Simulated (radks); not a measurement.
# Valence configurations of Cl

NIST gives [Ne] 3s2 3p5 as the ground configuration of Cl. Does this level of theory agree? Several fillings of the valence shells are run.

The numbers are computed with radks (a radial shooting solver on a logarithmic mesh, Libxc functionals) version 1 (Dirac Kohn-Sham, PBEsol, spin-unpolarised, spherical densities, finite nucleus; open shells fill j = l - 1/2 first), except any that are marked as measured or tabulated.

## Step 1: The atom as given

```
element            : chlorine (Z = 17)
charge             : 0
electrons          : 17
configuration      : [Ne] 3s2 3p5
nuclear rms radius : 3.3654 fm
others tried       : 3s1 3p6; 3s1.5 3p5.5
```

## Step 2: [Ne] 3s2 3p5

Input:

```text
Z 17
configuration [Ne] 3s2 3p5
relativity Dirac
functional pbe_sol,pbe_sol
spin unpolarised
j_filling energy
nucleus finite rms 3.3654 fm
c 137.035999084
```

## Step 3: [Ne] 3s1 3p6

Changes since step 2:

```diff
@@ -1,3 +1,3 @@
 Z 17
-configuration [Ne] 3s2 3p5
+configuration [Ne] 3s1 3p6
 relativity Dirac
```

## Step 4: [Ne] 3s1.5 3p5.5

Changes since step 3:

```diff
@@ -1,3 +1,3 @@
 Z 17
-configuration [Ne] 3s1 3p6
+configuration [Ne] 3s1.5 3p5.5
 relativity Dirac
```

What does the calculation give? Wanted: for each run, valence; E − E(NIST configuration); highest level; its energy; 1s shift.

**Answer**, as computed:

| valence | E − E(NIST configuration) (eV) | highest level | its energy (eV) | 1s shift (eV) |
| --- | --- | --- | --- | --- |
| 3s2 3p5 | 0.000 | 3p3/2 | -8.514 | +0.00 |
| 3s1.5 3p5.5 | 6.063 | 3p3/2 | -8.792 | -0.70 |
| 3s1 3p6 | 12.155 | 3p3/2 | -9.062 | -1.39 |

In words: The NIST configuration is the lowest of those tried, 6.063 eV under 3s1.5 3p5.5. The energies are those of spherical spin-averaged densities, not of single terms. The 1s eigenvalue shifts by up to 1.39 eV as the valence charge is rearranged.
